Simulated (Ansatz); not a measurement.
**ZnSiH₄: a ladder of functionals and wavefunction methods**

How much do the methods differ for ZnSiH₄? The plan is to run it at one geometry with functionals of several rungs and with coupled cluster, and see how far each lands from CCSD(T) at the basis-set limit for the atomisation energy.

Method: functionals in def2-TZVPP, the program's frozen cores in correlated methods; program: Ansatz 0.2.0, Gaussian basis.

Levels to be run: LDA (SPW92), PBE-D4, revPBE-D4, BLYP-D4, r2SCAN-D4, B97M-V, PBE0-D4, B3LYP-D4, r2SCANh-D4, r2SCAN0-D4, HSE06-D4, BHLYP-D4, CAM-B3LYP-D4, LC-ωPBE, ωB97X-V, ωB97M-V, B2PLYP, PBE-QIDH; CCSD(T)/def2-SVP; CCSD(T)/def2-TZVPP; MP2/def2-QZVPP; extrapolation to the limit; RPA on PBE.

## (1) The geometry

An earlier PBE0-D4 in a triple-zeta def2 set relaxation fixed the geometry.

6 atoms, charge 0, spin multiplicity 1.

Atoms are counted from 1 here; the program's logs count them from 0.

Bond lengths: Si1–H3 1.486 Å, Si1–H4 1.485 Å, Si1–H5 1.485 Å, Si1–H6 1.485 Å. Angles: H3–Si1–H4 109.5°, H3–Si1–H5 109.5°, H3–Si1–H6 109.5°, H4–Si1–H5 109.5°, H4–Si1–H6 109.5°, H5–Si1–H6 109.5°.

## (2) LDA

This LDA is Slater exchange with PW92 correlation.

File in.yaml:

```yaml
crystal:
  periodic: [false, false, false]
  atoms:
    - {symbol: Si, position_ang: [0.113852, -0.527980, -0.359430]}
    - {symbol: Zn, position_ang: [-0.527203, 2.576109, 1.750992]}
    - {symbol: H, position_ang: [0.363629, -1.739134, -1.183868]}
    - {symbol: H, position_ang: [-1.306872, -0.506742, 0.071920]}
    - {symbol: H, position_ang: [0.405119, 0.686606, -1.162495]}
    - {symbol: H, position_ang: [0.993574, -0.552858, 0.836581]}
basis:
  gaussian: {orbitals: def2-TZVPP}
hamiltonian: {xc: lda}
output: {orbitals: {seedname: orbitals}}
```

Launch:

```bash
ansatz run in.yaml --threads 2 --pin off --events-out ev --progress --plain --max-ram 4352MiB
```

After this run come: PBE-D4 (GGA); revPBE-D4 (GGA); BLYP-D4 (GGA); r2SCAN-D4 (meta-GGA); B97M-V (meta-GGA); B3LYP-D4 (hybrid); r2SCANh-D4 (hybrid); r2SCAN0-D4 (hybrid); HSE06-D4 (hybrid); BHLYP-D4 (hybrid); CAM-B3LYP-D4 (range-separated); LC-ωPBE (range-separated); ωB97X-V (range-separated); ωB97M-V (range-separated); B2PLYP (double hybrid); PBE-QIDH (double hybrid); CCSD(T) in def2-SVP; CCSD(T) in def2-TZVPP; MP2 in def2-QZVPP; RPA on PBE orbitals.

Q: Predict the results of all the runs planned. Wanted: atomisation energy, CCSD(T)/CBS; farthest beyond LDA; mean size of error, GGA; mean size of error, meta-GGA; mean size of error, hybrid; mean size of error, range-separated; mean size of error, double hybrid; gap, smallest and largest; T1 diagnostic.

**Answer**, as computed:

| quantity | value |
| --- | --- |
| atomisation energy, CCSD(T)/CBS | 1366.2 kJ/mol |
| functionals within 6.8 kJ/mol (0.5 %) | B97M-V, B3LYP-D4, BHLYP-D4, CAM-B3LYP-D4, ωB97X-V, ωB97M-V |
| farthest beyond LDA | revPBE-D4 (-47.1 kJ/mol) |
| mean size of error, GGA | 35.2 kJ/mol |
| mean size of error, meta-GGA | 7.7 kJ/mol |
| mean size of error, hybrid | 18.3 kJ/mol |
| mean size of error, range-separated | 12.7 kJ/mol |
| mean size of error, double hybrid | 29.1 kJ/mol |
| gap, smallest and largest | 4.58 eV (B97M-V), 10.13 eV (LC-ωPBE) |
| T1 diagnostic | 0.0147 |
| triples share of the correlation energy | 2.8 % |

The LDA atomisation energy is off by 96.7 kJ/mol (7 %): it overbinds. PBE-D4 misses by -41.0 kJ/mol. Double hybrids carry the basis error of their MP2 part in triple zeta, and no dispersion term here, so their miss is partly the set-up's. By mean error the best rung here is meta-GGA (7.7 kJ/mol) and the worst beyond LDA is GGA (35.2 kJ/mol). The reference freezes the cores and leaves out relativity and excitations past (T), so misses under about 6.8 kJ/mol can't be ranked. Hartree-Fock recovers 78 % of the binding; the rest is correlation. CCSD(T) in def2-SVP is off by -81.1 kJ/mol, worse than the median functional, from the basis alone. The gap grows from 4.6 to 10.1 eV across the functionals, mostly with the share of exact exchange. For Zn the d shell is correlated and the shells below it are frozen.
